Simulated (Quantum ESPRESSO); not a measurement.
**BiS in Quantum ESPRESSO: the effect of dispersion**

Crystal: BiS.

```
Bi S
1.0
     4.00294    0.00000    0.00000
     0.00000    4.00294    0.00000
     0.00000    0.00000    4.00294
Bi S
1 1
Direct
  0.50000 0.50000 0.50000
  0.00000 0.00000 0.00000
```

The cell was built by a generator and needn't be a form met in nature.

Alike in all runs:

```yaml
Program: Quantum ESPRESSO 7.5
Task: phonons
Potentials_or_basis: GBRV 1.5 PBE
Cutoff: 612 eV
Density_cutoff: 4898 eV
k_mesh: 7 × 7 × 7
Occupations: cold, width 0.2 eV
Spin: no spin polarisation
```

Each run relaxes the cell or the atoms first.

**Question.** One run gave: relaxed volume 22.87 Å³/atom; highest phonon frequency 18 cm⁻¹. Which dispersion did it use?
A. D3(BJ) two-body
B. rVV10
C. D2
D. none
E. rev-vdW-DF2

**Answer.** E.

| dispersion | functional | relaxed volume (Å³/atom) | highest phonon frequency (cm⁻¹) |
| --- | --- | --- | --- |
| none | PBE | 23.19 | -2 |
| D2 | PBE | 23.09 | -2 |
| D3(BJ) two-body | PBE | 22.21 | 26 |
| rVV10 | rPW86PBE | 23.97 | -7 |
| rev-vdW-DF2 | rev-vdW-DF2 | 22.87 | 18 |

Caveats: the mesh is thin for the phonons of a metal; the volume moved by over 15 % at a fixed basis, so the end points are rough; some modes are imaginary (some runs); pairwise dispersion overbinds metals, which lowers pressure and volume (some runs); the potentials were made for another functional, which shifts forces and pressure (some runs).
